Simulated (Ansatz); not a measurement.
**ClFGaGeH₃: basis-set convergence**

The task here is to estimate one member of a computed series from the others.

Program: Ansatz 0.2.0, Gaussian basis. Level of theory: one geometry, several basis sets. These are calculated values, not measurements.

The runs, in order: PBE0-D4/def2-SVP; ωB97M-V/def2-SVP; PBE0-D4/def2-QZVPP; ωB97M-V/def2-QZVPP; the functionals' def2-TZVPP values are taken from earlier runs.

### Structure used throughout

The geometry comes from an earlier relaxation with PBE0-D4 in a triple-zeta def2 set; it is a stationary point, not always the lowest conformer.

SMILES `[F][Ga]([Cl])[GeH3]`, 7 atoms, charge 0, spin multiplicity 1.

Atoms are counted from 1 here; the program's logs count them from 0.

Bond lengths: F1–Ga2 1.752 Å, Ga2–Cl3 2.137 Å, Ga2–Ge4 2.424 Å, Ge4–H5 1.532 Å, Ge4–H6 1.534 Å, Ge4–H7 1.533 Å. Angles: F1–Ga2–Cl3 112.0°, F1–Ga2–Ge4 121.3°, Cl3–Ga2–Ge4 126.8°, Ga2–Ge4–H5 109.5°, Ga2–Ge4–H6 108.5°, Ga2–Ge4–H7 109.1°, H5–Ge4–H6 109.9°, H5–Ge4–H7 110.3°, H6–Ge4–H7 109.6°.

The first run:

in.yaml

```yaml
crystal:
  periodic: [false, false, false]
  atoms:
    - {symbol: F, position_ang: [-0.000708, -2.240590, 1.459360]}
    - {symbol: Ga, position_ang: [0.710227, -0.881397, 0.612416]}
    - {symbol: Cl, position_ang: [2.842754, -0.879178, 0.752245]}
    - {symbol: Ge, position_ang: [-0.670217, 0.747606, -0.534290]}
    - {symbol: H, position_ang: [0.213284, 1.639916, -1.412617]}
    - {symbol: H, position_ang: [-1.390549, 1.600728, 0.518021]}
    - {symbol: H, position_ang: [-1.704791, 0.012915, -1.395144]}
basis:
  gaussian: {orbitals: def2-SVP}
hamiltonian: {xc: pbe0, dispersion: d4}
output: {orbitals: {seedname: orbitals}}
```

Among the steps run: PBE0-D4 in def2-SVP; ωB97M-V in def2-SVP; PBE0-D4 in def2-QZVPP; ωB97M-V in def2-QZVPP.

One of the session's tables, all rows but one given; the rest of the session is left out.

It belongs to the step «Density functionals: the series». 

| functional | basis | HOMO (eV) | LUMO (eV) |
| --- | --- | --- | --- |
| PBE0-D4 | def2-SVP | -8.56 | -1.68 |
| PBE0-D4 | def2-TZVPP | -8.63 | -1.79 |
| PBE0-D4 | def2-QZVPP | -8.65 | -1.82 |
| ωB97M-V | def2-SVP | ? | ? |
| ωB97M-V | def2-TZVPP | -10.67 | -0.03 |
| ωB97M-V | def2-QZVPP | -10.70 | -0.12 |

Q: Estimate the row for ωB97M-V, def2-SVP from the others.

**Answer.** HOMO (eV): -10.57; LUMO (eV): 0.14. In the column «HOMO (eV)» it lies between ωB97M-V, def2-TZVPP (-10.67) and PBE0-D4, def2-QZVPP (-8.65).
